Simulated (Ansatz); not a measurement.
**Cl₂F₂MoO: up Jacob's ladder to CCSD(T)**

The task here is to estimate one member of a computed series from the others.

Computed with Ansatz 0.2.0, Gaussian basis. Level: functionals in def2-TZVPP, the program's frozen cores in correlated methods.

The runs, in order: LDA (SPW92), PBE-D4, revPBE-D4, BLYP-D4, r2SCAN-D4, B97M-V, PBE0-D4, B3LYP-D4, r2SCANh-D4, r2SCAN0-D4, HSE06-D4, BHLYP-D4, CAM-B3LYP-D4, LC-ωPBE, ωB97X-V, ωB97M-V, B2PLYP, PBE-QIDH; CCSD(T)/def2-SVP; CCSD(T)/def2-TZVPP; MP2/def2-QZVPP; extrapolation to the limit; RPA on PBE.

1 further run of the same task is left out (for a known fault of the program).

### Structure used throughout

All runs share one geometry, relaxed beforehand with PBE0-D4 in a triple-zeta def2 set. Mo takes the def2 core potential; no spin-orbit term is included.

SMILES `[O]=[Mo]([F])([F])([Cl])[Cl]`, 6 atoms, charge 0, spin multiplicity 1.

Atoms are counted from 1 here; the program's logs count them from 0.

Bond lengths: O1–Mo2 1.638 Å, Mo2–F3 1.842 Å, Mo2–F4 1.842 Å, Mo2–Cl5 2.263 Å, Mo2–Cl6 2.263 Å. Angles: O1–Mo2–F3 106.1°, O1–Mo2–F4 106.1°, O1–Mo2–Cl5 104.0°, O1–Mo2–Cl6 104.0°, F3–Mo2–F4 83.3°, F3–Mo2–Cl5 149.8°, F3–Mo2–Cl6 86.0°, F4–Mo2–Cl5 86.0°, F4–Mo2–Cl6 149.8°, Cl5–Mo2–Cl6 89.4°.

As a file:

```
O    -0.90320    0.01807   -1.46598
Mo   -0.06570   -0.07589   -0.06135
F    -1.25453   -0.69967    1.20020
F     0.59394   -1.79386    0.02470
Cl    2.03744    0.53243   -0.63585
Cl   -0.36584    1.95493    0.89208
```

The first run:

The input, in.yaml:

```yaml
crystal:
  periodic: [false, false, false]
  atoms:
    - {symbol: O, position_ang: [-0.903200, 0.018068, -1.465977]}
    - {symbol: Mo, position_ang: [-0.065704, -0.075892, -0.061355]}
    - {symbol: F, position_ang: [-1.254535, -0.699671, 1.200204]}
    - {symbol: F, position_ang: [0.593941, -1.793863, 0.024699]}
    - {symbol: Cl, position_ang: [2.037439, 0.532432, -0.635847]}
    - {symbol: Cl, position_ang: [-0.365840, 1.954926, 0.892078]}
basis:
  gaussian: {orbitals: def2-TZVPP}
hamiltonian: {xc: lda}
output: {orbitals: {seedname: orbitals}}
```

The run is started by

```console
ansatz run in.yaml --threads 4 --pin off --events-out ev --progress --plain --max-ram 10444MiB
```

Among the steps run: LDA; PBE-D4 (GGA); revPBE-D4 (GGA); BLYP-D4 (GGA); r2SCAN-D4 (meta-GGA); B97M-V (meta-GGA); B3LYP-D4 (hybrid); r2SCANh-D4 (hybrid); r2SCAN0-D4 (hybrid); HSE06-D4 (hybrid); BHLYP-D4 (hybrid); CAM-B3LYP-D4 (range-separated); LC-ωPBE (range-separated); ωB97X-V (range-separated); ωB97M-V (range-separated); B2PLYP (double hybrid); PBE-QIDH (double hybrid).

One table of the session follows, with a row left open; its other results are not shown here.

It belongs to the step «Orbital energies across the functionals». 

```
  functional  HOMO (eV)  LUMO (eV)  gap (eV)
 LDA (SPW92)      -8.35      -6.07      2.28
      PBE-D4      -8.15      -5.83      2.32
   revPBE-D4      -8.08      -5.74      2.34
     BLYP-D4      -8.00      -5.73      2.27
   r2SCAN-D4      -8.53      -5.95      2.58
      B97M-V      -8.61      -5.95      2.66
     PBE0-D4      -9.55      -5.31      4.24
    B3LYP-D4      -9.28      -5.49      3.79
  r2SCANh-D4      -9.04      -5.73      3.31
  r2SCAN0-D4          ?          ?         ?
    HSE06-D4      -9.15      -5.68      3.47
    BHLYP-D4     -10.81      -4.56      6.25
CAM-B3LYP-D4     -10.86      -4.30      6.56
     LC-ωPBE     -12.21      -3.20      9.01
     ωB97X-V     -11.85      -3.24      8.60
     ωB97M-V     -11.70      -3.23      8.47
```

Estimate the missing values for r2SCAN0-D4.

Worked estimate for «HOMO (eV)». Against the share of exact exchange, r2SCAN-D4 (0, -8.53), r2SCANh-D4 (0.1, -9.04) give a slope of -5.10 per unit share; at 0.25 the line stands at -9.80.

The run gave: HOMO (eV): -9.80; LUMO (eV): -5.37; gap (eV): 4.44. In «HOMO (eV)» the line misses by 0.00.
